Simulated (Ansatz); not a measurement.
Predict the output of the script below (Ansatz 0.2.0 through its Python package).

Script `vcrelax_gan.py`:
```python
import json
import warnings

import ansatz
from ase import Atoms
from ase.neighborlist import neighbor_list
import numpy as np

def edges_and_angles(cell):
    cell = np.asarray(cell)
    a, b, c = np.linalg.norm(cell, axis=1)
    cosines = cell[1] @ cell[2] / (b * c), cell[0] @ cell[2] / (a * c), cell[0] @ cell[1] / (a * b)
    return (a, b, c, *np.degrees(np.arccos(cosines)))

warnings.simplefilter("ignore", ansatz.DeckWarning)

gan = (
    ansatz.Lattice.of((0.0, 2.25350061, 2.25350061), (2.25350061, 0.0, 2.25350061), (2.25350061, 2.25350061, 0.0))
    .atom("Ga", (0.0, 0.0, 0.0))
    .atom("N", (0.75, 0.75, 0.75))
)

calc = (
    gan.calculation()
    .functional("revpbe")
    .kpoints(9, 9, 9, center="monkhorst-pack")
    .occupations("fixed")
    .pseudopotentials("paw")
    .scf(tolerance=1e-09, max_iterations=150)
    .relax(force_tolerance=0.001, pressure=20)
)
out = calc.run(threads=1, events_out="events.ndjson")
with open("events.ndjson") as stream:
    events = [json.loads(line) for line in stream]
steps = [e["data"] for e in events if e["event"] == "relax_step"]
summary = out.report
print("step   energy (eV)     max comp. (eV/A)   P (GPa)  SCF")
for s in steps:
    print(f"{s['step']:4d} {s['lagrangian_ev']:15.5f} {s['allowed_force_max_ev_ang']:12.4f} {s['pressure_gpa']:10.3f} {s['n_scf']:5d}")

first, last = steps[0], steps[-1]
symbols = [site.symbol for site in out.lattice.sites]
print(f"energy gained {first['lagrangian_ev'] - last['lagrangian_ev']:.4f} eV in {len(steps) - 1} steps")
for label, vectors in (("before", first["cell_ang"]), ("after", out.lattice.cell_ang)):
    print(label, "a b c (A) {:.4f} {:.4f} {:.4f}  angles {:.2f} {:.2f} {:.2f}".format(*edges_and_angles(vectors)), f" V = {abs(np.linalg.det(vectors)):.3f} A^3")
print("final stress xx yy zz (GPa, compression positive):", np.round(np.diag(summary["stress_gpa"]), 3) + 0.0)

print("relaxed fractional positions")
for site in out.lattice.sites:
    print(f"  {site.symbol:2s}", " ".join(f"{v % 1:8.5f}" for v in np.round(site.position_frac, 5)))

final = Atoms(symbols, positions=last["positions_ang"], cell=out.lattice.cell_ang, pbc=True)
i, j, d = neighbor_list("ijd", final, 4.5)
print("neighbours within 1.15 times the shortest distance of each atom (A)")
for atom in range(len(final)):
    near = [m for m in np.argsort(d) if i[m] == atom]
    shell = [m for m in near if d[m] < 1.15 * d[near[0]]]
    print(f"{symbols[atom]}{atom} ({len(shell)}):", ", ".join(f"{symbols[j[m]]} {d[m]:.3f}" for m in shell))

change = np.array(last["positions_ang"]) @ np.linalg.inv(last["cell_ang"]) - np.array(first["positions_ang"]) @ np.linalg.inv(first["cell_ang"])
moved = np.linalg.norm(change @ np.array(last["cell_ang"]), axis=1)
print("displacement within the cell, strain taken out (A):", " ".join(f"{s}:{d:.3f}" for s, d in zip(symbols, moved)))

print("%-22s %14.5f eV" % ("F = E - TS", summary["free_energy_ev"]))
print("%-22s %14.5f eV" % ("E", summary["internal_energy_ev"]))
print("%-22s %14.5f eV" % ("Harris-Foulkes", summary["harris_foulkes_ev"]))
print("%-22s %14.5f eV" % ("Fermi level", summary["fermi_energy_ev"]))
```

```console
$ python vcrelax_gan.py
step   energy (eV)     max comp. (eV/A)   P (GPa)  SCF
   1     -4172.91280       0.0000      8.051     7
   2     -4172.85112       0.0000     16.362     7
   3     -4172.81182       0.0000     20.296     7
   4     -4172.81504       0.0000     19.994     5
   5     -4172.81224       0.0000     19.802     5
   6     -4172.81015       0.0000     19.999     5
   7     -4172.81010       0.0000     19.998     3
energy gained -0.1027 eV in 6 steps
before a b c (A) 3.1869 3.1869 3.1869  angles 60.00 60.00 60.00  V = 22.888 A^3
after a b c (A) 3.1303 3.1303 3.1303  angles 60.00 60.00 60.00  V = 21.690 A^3
final stress xx yy zz (GPa, compression positive): [19.998 19.998 19.998]
relaxed fractional positions
  Ga  0.00000  0.00000  0.00000
  N   0.75000  0.75000  0.75000
neighbours within 1.15 times the shortest distance of each atom (A)
Ga0 (4): N 1.917, N 1.917, N 1.917, N 1.917
N1 (4): Ga 1.917, Ga 1.917, Ga 1.917, Ga 1.917
displacement within the cell, strain taken out (A): Ga:0.000 N:0.000
F = E - TS                -4172.81010 eV
E                         -4172.81010 eV
Harris-Foulkes            -4172.81010 eV
Fermi level                  10.59180 eV
```

Notes:
- These settings explore the input space; cutoff and mesh may be short of convergence.
- Forces vanish by symmetry, so the ions can't move, and the end may be a saddle.
- Part of the cell is held or a pressure is applied, so the end point needn't be the zero-pressure lattice.
- At a fixed pressure a relaxation lowers the enthalpy F + PV, while F alone can rise.
- Under fixed occupations the level called the Fermi level is the highest filled one on the SCF mesh; off the mesh a filled band can lie a little above it.
- An absolute Fermi energy rests on an arbitrary zero of the periodic potential and has no direct meaning.
- Energies along a relaxation are free energies. Rows at an unchanged volume are solved on a plane-wave basis chosen afresh for that cell, so the energy can jump there; the script counts such rows among its steps.
- The program warned that this SCF threshold is loose for forces or stresses.
- Edges and angles are those of the cell as typed, here a primitive one, not of the conventional cell.
- Symmetry holds the cell in this phase, whether or not it is the stable one at this pressure.
- This cell is a computed structure, which may not be the phase found in nature.
- The script silences the warnings on its input, which a real study should read.
- Run time: 9.1 s on 1 thread of Arm Neoverse V1, on a shared host, peak memory 0.4 GiB.
